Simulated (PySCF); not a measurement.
# Ru(OH)₃: structure of the sextet

Where does sextet Ru(OH)₃ go from a trigonal planar start, is the end point a minimum, and what are its modes, charges and moments?

Method: PBE0, basis Ru def2-TZVP with ECP28, O def2-TZVP, H def2-TZVP, scalar-relativistic core potentials, no spin–orbit coupling, density fitting; program: PySCF 2.14.0.

## Step 1: Starting geometry

7 atoms, charge 0, spin multiplicity 6.

Bond lengths: Ru1–O2 1.880 Å, Ru1–O3 1.880 Å, Ru1–O4 1.880 Å, O2–H5 0.960 Å, O3–H6 0.960 Å, O4–H7 0.960 Å. Angles: O2–Ru1–O3 120.0°, O2–Ru1–O4 120.0°, O3–Ru1–O4 120.0°, Ru1–O2–H5 130.0°, Ru1–O3–H6 130.0°, Ru1–O4–H7 130.0°.

```xyz
7
charge 0 multiplicity 6
Ru    0.0000    0.0000    0.0000
O     1.8800    0.0000    0.0000
O    -0.9400    1.6281    0.0000
O    -0.9400   -1.6281    0.0000
H     2.4971   -0.7354    0.0000
H    -0.6117    2.5302    0.0000
H    -1.8854   -1.7948    0.0000
```

## Step 2: Finding the electronic state

The steps below are one call of a driver around PySCF. For each, scf.py gives the equivalent set-up of the SCF; relaxations use the driver's own optimiser. After this first run the driver tries any further starts and a stability analysis.

scf.py reads:

```python
from pyscf import gto, scf, dft
mol = gto.M(atom='''
Ru     0.000000     0.000000     0.000000
O      1.880000     0.000000     0.000000
O     -0.940000     1.628100     0.000000
O     -0.940000    -1.628100     0.000000
H      2.497100    -0.735400     0.000000
H     -0.611700     2.530200     0.000000
H     -1.885400    -1.794800     0.000000''',
    basis={'Ru': 'def2-TZVP', 'O': 'def2-TZVP', 'H': 'def2-TZVP'},
    ecp={'Ru': 'def2-TZVP'},
    charge=0, spin=5)
mf = dft.UKS(mol, xc='PBE0')
mf.grids.atom_grid = (50, 194)
aux = {'Ru': 'def2-universal-JKFIT', 'O': 'def2-universal-JKFIT', 'H': 'def2-universal-JKFIT'}
mf = mf.density_fit(auxbasis=aux)
mf.conv_tol = 1e-08
mf.diis_space = 10
mf.max_cycle = 60
mf.init_guess = 'minao'
mf.verbose = 4
mf.kernel()
```

Started as:

```console
OMP_NUM_THREADS=4 python axn.py task.json out
```

Standard output:

```text
init E= -314.286925454858
[... the frontier-level lines of each cycle are left out ...]
cycle= 1 E= -321.780918297176  delta_E= -7.49  |g|= 0.954  |ddm|= 3.08
cycle= 2 E= -321.084089573404  delta_E= 0.697  |g|= 1.59  |ddm|= 2.68
cycle= 3 E= -322.137362740152  delta_E= -1.05  |g|= 0.324  |ddm|= 2.28
cycle= 4 E= -322.160092165367  delta_E= -0.0227  |g|= 0.248  |ddm|= 0.279
cycle= 5 E= -322.181841275552  delta_E= -0.0217  |g|= 0.036  |ddm|= 0.132
cycle= 6 E= -322.182424297921  delta_E= -0.000583  |g|= 0.00901  |ddm|= 0.036
cycle= 7 E= -322.182463237517  delta_E= -3.89e-05  |g|= 0.00216  |ddm|= 0.00899
cycle= 8 E= -322.182465863715  delta_E= -2.63e-06  |g|= 0.00046  |ddm|= 0.0023
cycle= 9 E= -322.182465914599  delta_E= -5.09e-08  |g|= 0.000542  |ddm|= 0.000649
cycle= 10 E= -322.182466028574  delta_E= -1.14e-07  |g|= 7.16e-05  |ddm|= 0.000318
cycle= 11 E= -322.182466033087  delta_E= -4.51e-09  |g|= 1.74e-05  |ddm|= 9.01e-05
Extra cycle  E= -322.182466033344  delta_E= -2.57e-10  |g|= 1.63e-05  |ddm|= 2.81e-05
converged SCF energy = -322.182466033344  <S^2> = 8.7595714  2S+1 = 6.0031896
```

This step, with its further starts and checks, needed 33 s of wall time on 4 threads of Arm Neoverse V1, shared host.

The starts that the driver tried:

```tsv
start	energy (Eh)
the minimal-basis guess	-322.182466
a thermally smeared density	-322.182466
a smeared PBE density	-322.182466
```

No lower solution of this spin turned up from the other starts or in the test of internal stability.

## Step 3: Relaxation: trigonal planar start, sextet

The program finds C3h symmetry in the start, which this walk keeps. The walk stops when the largest gradient is under 0.0003 Eh/bohr and the energy has settled too.

Changes to scf.py since step 2:

```diff
@@ -3,7 +3,7 @@
-Ru     0.000000     0.000000     0.000000
-O      1.880000     0.000000     0.000000
-O     -0.940000     1.628100     0.000000
-O     -0.940000    -1.628100     0.000000
-H      2.497100    -0.735400     0.000000
-H     -0.611700     2.530200     0.000000
-H     -1.885400    -1.794800     0.000000''',
+Ru    -0.000000    -0.000000     0.000000
+O      1.879984    -0.000000     0.000000
+O     -0.939992     1.628114     0.000000
+O     -0.939992    -1.628114     0.000000
+H      2.497070    -0.735386     0.000000
+H     -0.611672     2.530219     0.000000
+H     -1.885398    -1.794833     0.000000''',
@@ -20 +19,0 @@
-mf.init_guess = 'minao'
```

Energy and gradient, step by step:

```tsv
step	energy (Eh)	change (kJ/mol)	largest symmetric gradient (Eh/bohr)
0	-322.182466	0.00	0.03481
1	-322.188551	-15.98	0.00642
2	-322.189029	-17.23	0.00287
3	-322.189380	-18.15	0.00354
4	-322.189604	-18.74	0.00288
5	-322.189709	-19.02	0.00083
6	-322.189718	-19.04	0.00019
7	-322.189718	-19.04	0.00002
```

The walk took 38 s.

End point (C3h, 7 steps, 19.0 kJ/mol gained): O–H 0.962 Å (×3), Ru–O 1.951 Å (×3); H–O–Ru 120.5° (×3), O–Ru–O 120.0° (×3).

## Step 4: Frequencies

On the finer grid the gradient is checked again; gradients at displacements of ±0.02 bohr then give force constants and infrared intensities.

Changes to scf.py since step 3:

```diff
@@ -3,7 +3,7 @@
-Ru    -0.000000    -0.000000     0.000000
-O      1.879984    -0.000000     0.000000
-O     -0.939992     1.628114     0.000000
-O     -0.939992    -1.628114     0.000000
-H      2.497070    -0.735386     0.000000
-H     -0.611672     2.530219     0.000000
-H     -1.885398    -1.794833     0.000000''',
+Ru     0.000000     0.000000     0.000000
+O      1.950339     0.051554     0.000000
+O     -1.019816     1.663266     0.000000
+O     -0.930522    -1.714820     0.000000
+H      2.460096    -0.763791     0.000000
+H     -0.568585     2.512401     0.000000
+H     -1.891511    -1.748610     0.000000''',
@@ -14 +14 @@
-mf.grids.atom_grid = (50, 194)
+mf.grids.atom_grid = (75, 302)
@@ -17 +17 @@
-mf.conv_tol = 1e-08
+mf.conv_tol = 1e-10
```

This SCF starts from the last density.

Log of the central SCF (cycles and frontier levels):

```text
init E= -322.189765334452
[... the frontier-level lines of each cycle are left out ...]
cycle= 1 E= -322.189765334429  delta_E= 2.27e-11  |g|= 8.65e-06  |ddm|= 8.09e-06
Extra cycle  E= -322.189765334291  delta_E= 1.38e-10  |g|= 2.07e-05  |ddm|= 1.7e-05
converged SCF energy = -322.189765334291  <S^2> = 8.7598884  2S+1 = 6.0032952
```

The whole step took 2.1 min.

Geometry: C3h; O–H 0.962 Å (×3), Ru–O 1.951 Å (×3); H–O–Ru 120.5° (×3), O–Ru–O 120.0° (×3).

Modes, for the most abundant isotopes:

```tsv
symmetry	ω (cm⁻¹)	IR (km/mol)	μ (u)
e'	41	12.7	6.00
a''	84	4.8	6.63
e''	395	0.0	1.11
a''	423	351	1.15
e'	593	429	11.96
a'	603	0.0	8.12
a'	637	0.0	1.12
e'	662	133	1.13
e'	3861	307	1.07
a'	3864	0.0	1.07
```

All wavenumbers are real: a minimum.

Properties at this point:

```yaml
Dipole_moment: 0.00 D
Highest_occupied_level: -6.79 eV
Lowest_empty_level: -3.73 eV
Rotational_constants: 0.1663, 0.1663, 0.08316 cm⁻¹
Zero-point_energy: 100.0 kJ/mol
Principal_polarisabilities: 30.9, 61.2, 61.2 bohr³
Atomisation_energy_without_zero-point_energy: 2196 kJ/mol
Principal_traceless_quadrupole_moments_about_the_centre_of_mass: -0.63, -0.63, 1.25 D Å
Entropy_at_298.15_K_and_1_bar_electronic_part_spin_only: 368.0 J/(mol K)
Heat_capacity_Cp_at_298.15_K: 101.0 J/(mol K)
Enthalpy_at_298.15_K_above_0_K: 21.14 kJ/mol
Rotational_symmetry_number: 3
Spin_squared_⟨S²⟩: 8.760
```

Charges (e) and bond orders:

```json
{"atom": "Ru1", "Mulliken": "1.26", "Löwdin": "0.71", "polar tensor": "1.53", "spin (Mulliken)": "3.97", "Mayer order to Ru1": "–"}
{"atom": "O2,3,4", "Mulliken": "-0.75", "Löwdin": "-0.39", "polar tensor": "-0.79", "spin (Mulliken)": "0.33", "Mayer order to Ru1": "0.89"}
{"atom": "H5,6,7", "Mulliken": "0.33", "Löwdin": "0.15", "polar tensor": "0.27", "spin (Mulliken)": "0.01", "Mayer order to Ru1": "0.02"}
```

Outer orbital energies (eV). α occupied: -11.00, -10.89, -9.68, -9.33, -8.10, -8.10, -6.79, -6.79; empty: -0.68, 0.26, 0.86, 0.86. β occupied: -13.38, -13.38, -9.58, -9.58, -9.37, -9.16, -9.16, -8.43; empty: -3.73, -3.09, -3.09, -1.76.

Mulliken populations on Ru1 (outside its core potential): s 2.33, p 6.30, d 6.10, f 0.01.

## Step 5: Summary of results

```
                                          quantity                                                                                                  value
                                           minimum                                                                                            sextet, C3h
                                          geometry                            O–H 0.962 Å (×3), Ru–O 1.951 Å (×3); H–O–Ru 120.5° (×3), O–Ru–O 120.0° (×3)
                                wavenumbers (cm⁻¹)  41 (e'), 84 (a''), 395 (e''), 423 (a''), 593 (e'), 603 (a'), 637 (a'), 662 (e'), 3861 (e'), 3864 (a')
                                     dipole moment                                                                                                 0.00 D
highest occupied, lowest empty level (either spin)                                                                                        -6.79, -3.73 eV
                        polar-tensor charge of Ru1                                                                                                +1.53 e
                                 zero-point energy                                                                                           100.0 kJ/mol
                               entropy at 298.15 K                                                                                        368.0 J/(mol K)
         atomisation energy (no zero-point energy)                                                                                            2196 kJ/mol
                                              ⟨S²⟩                                                                                                  8.760
```

The trigonal planar start keeps its C3h symmetry and ends in a minimum. The strongest infrared band lies at 593 cm⁻¹ (e'). The dipole vanishes although Ru1 carries +1.5 e by the polar tensor: the bond dipoles cancel. Most of the spin sits on Ru1 (Mulliken spin 3.97, against 5 for the whole molecule). Only this shape and spin were tried, so other structures or states may lie lower. One determinant may miss the lowest occupation of an open d or f shell.

The search up to here took 3.3 min.
